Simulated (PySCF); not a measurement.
# C5H7GaOS: the cost of one run

Programs: PySCF 2.14.0, with routines of our own; each step states its level. All values are computed. Atoms count from 0.

## (1) The starting structure

15 atoms, charge 0, multiplicity 1; geometry from: GFN2-xTB.

## (2) Magnetic properties: GIAO HF/pcSseg-1

What the job is given:

```
{"job": {"kind": "mag", "xc": "HF", "basis": "pcSseg-1", "isotopologues": 2}, "charge": 0, "multiplicity": 1}
C      3.903042     0.197710     0.406126
S      2.677891    -0.625871    -0.686459
Ga     0.816857     0.104043     0.311278
C     -1.071774    -0.265385    -0.165211
C     -2.042923    -0.881655    -0.906971
C     -3.285277    -0.413673    -0.418163
C     -2.995396     0.455047     0.588606
O     -1.670777     0.556244     0.753425
H      3.396212     0.787285     1.177442
H      4.515065    -0.571550     0.867128
H      4.521684     0.843506    -0.209425
H      0.999389     1.057580     1.557740
H     -1.885793    -1.583948    -1.703402
H     -4.258686    -0.690590    -0.770093
H     -3.623927     1.039245     1.233620
```

Method: GIAO HF/pcSseg-1 magnetisability, rotational g tensor and spin-rotation constants, non-relativistic, gas phase.

Command:

```bash
OMP_NUM_THREADS=1 python excited_run.py task.json out
```

The driver reads the jobs from task.json and runs them one after another.

**Question.** How long does this job take on 1 thread of Arm Neoverse V1, shared host, and how much memory does it need?

About 36 s, with a peak of 1 GiB.
